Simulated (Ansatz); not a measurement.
**GaH3 (triplet): PBE0, B3LYP over a scan of the distance Ga1–H2, cc-pVDZ**

How well do these functionals follow the top wave-function level for GaH3 (triplet) over a scan of the distance Ga1–H2?

Computed with Ansatz 0.2.0, Gaussian basis. Level: cc-pVDZ, all electrons in the functionals.

Plan: PBE0, B3LYP, at 1.291 Å; 1.415 Å; 1.585 Å; 1.728 Å; 1.974 Å; 2.185 Å; 2.576 Å; 2.886 Å; 3.468 Å; 4.314 Å; 5.389 Å.

13 further runs of the same task are left out: 9 that didn't finish, 4 set aside as unsound or not needed.

### Step 1. The geometry

The geometry derives from a PBE0/def2-TZVP stationary point (not a proven minimum). One bond is set to the value named and the two fragments are kept rigid. No spin-orbit coupling is included. The filled d shell of Ga may be among the frozen orbitals whatever the setting's name suggests; the logs give the count.

4 atoms, charge 0, spin multiplicity 3.

Atoms are counted from 1 here; the program's logs count them from 0.

Bond lengths: Ga1–H2 1.585 Å, Ga1–H3 1.955 Å, Ga1–H4 1.955 Å, H3–H4 0.811 Å. Angles: H2–Ga1–H3 100.5°, H2–Ga1–H4 100.5°, H3–Ga1–H4 23.9°, Ga1–H3–H4 78.0°, Ga1–H4–H3 78.0°.

No dispersion term is added. B3LYP takes the VWN-RPA correlation.

The geometry shown and the zero of energy belong to the point 1.585 Å. The yardstick, FCI, and other wave-function levels (R restricted, U unrestricted, valence and pair active spaces) come from earlier runs.

### Step 2. PBE0, 1.291 Å

Contents of in.yaml:

```yaml
crystal:
  periodic: [false, false, false]
  atoms:
    - {symbol: Ga, position_ang: [0.000000, 0.023859, -0.046969]}
    - {symbol: H, position_ang: [0.000000, -1.202349, -0.450819]}
    - {symbol: H, position_ang: [0.405418, -0.224025, 1.849907]}
    - {symbol: H, position_ang: [-0.405418, -0.224025, 1.849907]}
basis:
  gaussian: {orbitals: cc-pVDZ}
magnetization: {spin_polarized: true, initial_magnetization: 2}
hamiltonian: {xc: {name: PBE0}}
output: {forces: true, orbitals: {seedname: orbitals}}
```

Launch:

```bash
ansatz run in.yaml --threads 1 --pin off --events-out ev --progress --plain --max-ram 2393MiB
```

After this run come: PBE0, 1.415 Å; PBE0, 1.585 Å; PBE0, 1.728 Å; PBE0, 1.974 Å; PBE0, 2.185 Å; PBE0, 2.576 Å; PBE0, 2.886 Å; PBE0, 3.468 Å; PBE0, 4.314 Å; PBE0, 5.389 Å; B3LYP, 1.291 Å; B3LYP, 1.415 Å; B3LYP, 1.585 Å; B3LYP, 1.728 Å; B3LYP, 1.974 Å; B3LYP, 2.185 Å; B3LYP, 2.576 Å; B3LYP, 2.886 Å; B3LYP, 3.468 Å; B3LYP, 4.314 Å; B3LYP, 5.389 Å.

**Question.** What will the summary of the whole plan be? Wanted: span of the FCI curve; largest miss, PBE0; largest miss, B3LYP.

As calculated:

| quantity | value |
| --- | --- |
| span of the FCI curve | 1.267 eV |
| largest miss, PBE0 | -0.081 eV (1.291 Å) |
| largest miss, B3LYP | -0.189 eV (2.576 Å) |

**Reading.** Of the functionals, PBE0 keep the smallest largest miss at the points compared (at most 0.081 eV) and B3LYP strays most (0.189 eV, at 2.576 Å). Functionals and the yardstick converge differently with the basis, so part of each miss in cc-pVDZ is the basis.
